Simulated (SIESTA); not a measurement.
Crystal: HfIn4SiO6.

```
Hf In Si O
1.0
     5.69867    0.00381    0.01559
    -0.70506    6.10815   -0.00575
    -2.73718   -1.39557    6.63076
Hf In Si O
1 4 1 6
Direct
  0.11793 0.01556 0.13292
  0.38842 0.99901 0.72891
  0.75865 0.00842 0.49586
  0.23461 0.48841 0.53300
  0.59649 0.48211 0.20528
  0.86778 0.44029 0.85544
  0.55316 0.38738 0.79290
  0.93454 0.38483 0.65596
  0.98414 0.26218 0.00347
  0.99083 0.69806 0.98452
  0.08665 0.06493 0.39374
  0.48680 0.10883 0.21799
```

The cell was built by a generator and needn't be a form met in nature.

Base run:

```yaml
Program: SIESTA 5.4.2
Functional: PBEsol
Potentials_or_basis: PseudoDojo 0.4 standard (PBEsol files)
Basis: DZP (energy shift 0.003 Ry; two zetas on semicore shells)
Grid_cutoff: 800 Ry
Energy_shift: 0.003 Ry
k_mesh: 5 × 5 × 4
Occupations: fermi-dirac, width 0.05 eV
Spin: no spin polarisation
```

Its results: band gap on the k mesh 0.81 eV, indirect (least direct gap 1.09 eV); pressure -1.8 GPa; largest force 0.345 eV/Å.

Question: The run is repeated on the same cell with these changes: functional from PBEsol to LDA; potentials or basis from PseudoDojo 0.4 standard (PBEsol files) to PseudoDojo 0.4 standard (LDA files). What comes out?

Answer: Band gap on the k mesh 0.86 eV, indirect (least direct gap 1.14 eV); pressure -4.8 GPa; largest force 0.273 eV/Å.

Caveats: short orbitals over semicore shells can move pressures by several GPa; spin-orbit coupling is left out, which moves the levels of the heavy elements; the basis of atomic orbitals isn't converged, which shifts pressures, moduli and gaps.

A k mesh can miss the band edges.
